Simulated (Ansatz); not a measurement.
This script makes cell relaxations under several functionals of Ni, space group P6_3/mmc with the Python package of Ansatz (0.2.0).

`ni.py`:
```python
"""Relaxed cell of Ni under several functionals."""

import ansatz as az
import numpy as np
from pymatgen.core import Lattice, Structure
from pymatgen.io.ase import AseAtomsAdaptor

config = {
    "cutoff": 450,
    "tolerance": 1e-09,
    "filling": "fermi_dirac",
    "kgrid": (13, 13, 7),
}

def edges_and_angles(cell):
    cell = np.asarray(cell)
    a, b, c = np.linalg.norm(cell, axis=1)
    cosines = cell[1] @ cell[2] / (b * c), cell[0] @ cell[2] / (a * c), cell[0] @ cell[1] / (a * b)
    return (a, b, c, *np.degrees(np.arccos(cosines)))


def main() -> None:
    pmg_structure = Structure(
        Lattice([(2.448023, 0.0, 0.0), (-1.224011, 2.12005, 0.0), (0.0, 0.0, 4.072808)]),
        ["Ni", "Ni"],
        [
            (1 / 3, 2 / 3, 0.25),
            (2 / 3, 1 / 3, 0.75),
        ],
    )
    ni = az.Crystal.from_ase(AseAtomsAdaptor.get_atoms(pmg_structure)).moments(Ni=1.0)

    model = (
        ni.calculation()
        .basis(config["cutoff"])  # cutoff of the orbital basis
        .scf(tolerance=config["tolerance"])
        .occupations(config["filling"])  # fractional filling near the Fermi level
        .spin(az.SpinTreatment.COLLINEAR)
        .kpoints(*config["kgrid"])
        .relax(cell=True, max_steps=100)  # relax until the tolerances are met
    )

    levels = [("lda", "none"), ("r2scan", "none"), ("r2scan", "d4"), ("r2scan", "rvv10")]
    print("level            a       b       c    alpha   beta  gamma  V/atom  steps")
    for name, dispersion in levels:
        seen = []
        run = model.functional(name, dispersion=dispersion).session().plan()
        outcome = run.execute(on_event=lambda e: seen.append(e) if e["event"] == "relax_step" else None)
        cell = outcome.lattice.cell_ang
        label = name if dispersion == "none" else f"{name}+{dispersion}"
        print("{:13s} {:7.4f} {:7.4f} {:7.4f} {:6.2f} {:6.2f} {:6.2f}".format(label, *edges_and_angles(cell)), f"{abs(np.linalg.det(cell)) / len(outcome.lattice.sites):7.3f} {len(seen):5d}")


if __name__ == "__main__":
    main()
```

Rank the levels of theory by the volume of the relaxed cell.

From smallest to largest: LDA (10.08 Å³ an atom, -4.7 % against the start), r2SCAN+RVV10 (10.42 Å³ an atom, -1.4 % against the start), r2SCAN+D4 (10.43 Å³ an atom, -1.3 % against the start) and r2SCAN (10.53 Å³ an atom, -0.3 % against the start). The spread is 4.5 % in volume.

The output:

```console
$ python ni.py
level            a       b       c    alpha   beta  gamma  V/atom  steps
DeckWarning: relax.cell: scf.convergence.dr2_threshold = 1e-9 eV is looser than the 2e-10 eV advised for a relaxation that steers and ends on the stress (1e-10 eV for each atom of the cell: 2). What [...]
lda            2.4211  2.4211  3.9700  90.00  90.00 120.00  10.077     6
DeckWarning: basis.ecutwfc = 450 eV is below the records' recommended 500 eV, and the density's cutoff is lower with it unless basis.ecutrho_ratio is high enough to keep the records' density cutoff: compare with a run at a higher cutoff
r2scan         2.4501  2.4501  4.0520  90.00  90.00 120.00  10.533     4
r2scan+d4      2.4424  2.4424  4.0395  90.00  90.00 120.00  10.435     5
r2scan+rvv10   2.4415  2.4415  4.0371  90.00  90.00 120.00  10.421     5
```
(Warnings from the package without file and line, shortened.)

Reading the output:
- The cutoff lies under the one recommended for these potentials in some of the runs.
- Other magnetic orders than the one started from may lie lower.
- Forces vanish by symmetry, so the ions can't move, and the end may be a saddle.
- Dispersion corrections can be off by several per cent in the lattices of metals, and by several GPa in the pressure at a fixed cell.
- The mesh is modest for a metal, so energies can be off by several to tens of meV an atom and pressures by half a GPa or more; differences at equal mesh fare better.
- r2SCAN tends to overestimate the moments of itinerant magnets.
- This isn't the structure that Ni takes at ambient conditions.
- It ran for 3.3 min on 1 thread of Intel(R) Xeon(R) CPU @ 2.60GHz (Ice Lake), with other jobs on the host, peak memory 0.62 GiB.

(A comment or docstring line of the script was reworded after the run, the code is as it ran.)
